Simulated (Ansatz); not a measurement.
# BF₂HO (built from SMILES OB(F)F): single points off equilibrium

One table from this session's results is given with a row withheld; the runs are named, their logs left out.

The runs use Ansatz 0.2.0, Gaussian basis; single points in def2-TZVPP.

Correlated methods freeze the cores. B3LYP uses VWN-RPA correlation.

## Where the work starts

5 atoms, charge 0, spin multiplicity 1.

Atoms are counted from 1 here; the program's logs count them from 0.

Bond lengths: B1–O3 1.116 Å, B1–F5 1.327 Å. Angles: O3–B1–F5 150.4°.

As a file:

```xyz
5
BF2HO
B    -0.0829    0.2486    0.3589
F     0.5529   -1.0583   -0.4578
O    -0.5659    0.7394   -0.5190
H    -0.1411   -0.3272   -1.1928
F     0.2865    0.2681    1.6334
```

The first run:

run/in.yaml reads:

```yaml
crystal:
  periodic: [false, false, false]
  atoms:
    - {symbol: B, position_ang: [-0.082900, 0.248600, 0.358900]}
    - {symbol: F, position_ang: [0.552900, -1.058300, -0.457800]}
    - {symbol: O, position_ang: [-0.565900, 0.739400, -0.519000]}
    - {symbol: H, position_ang: [-0.141100, -0.327200, -1.192800]}
    - {symbol: F, position_ang: [0.286500, 0.268100, 1.633400]}
basis:
  gaussian: {orbitals: def2-TZVPP}
correlation: {method: ccsd_t}
output: {forces: true}
```

The command line of these runs was not kept.

Steps of the session up to this table: CCSD(T)/def2-TZVPP; PBE0-D4/def2-TZVPP; wB97M-V/def2-TZVPP; r2SCAN-D4/def2-TZVPP; PBE-D4/def2-TZVPP; B3LYP-D4/def2-TZVPP; r2SCANh-D4/def2-TZVPP.

One table of the session follows, with a row left open; its other results are not shown here.

```
    method  RMS force component (eV/Å)  angle to CCSD(T) forces (°)  dipole (D)
   CCSD(T)                       6.418                    reference        0.75
   PBE0-D4                       6.175                          0.7        0.75
   wB97M-V                       6.171                          0.6        0.75
 r2SCAN-D4                           ?                            ?           ?
    PBE-D4                       6.349                          2.5        0.67
  B3LYP-D4                       6.111                          1.2        0.74
r2SCANh-D4                       6.182                          1.0        0.71
```

Q: Estimate the row for r2SCAN-D4 from the others.

**Answer.** RMS force component (eV/Å): 6.235; angle to CCSD(T) forces (°): 1.1; dipole (D): 0.68. In the column «RMS force component (eV/Å)» it lies between r2SCANh-D4 (6.182) and PBE-D4 (6.349).
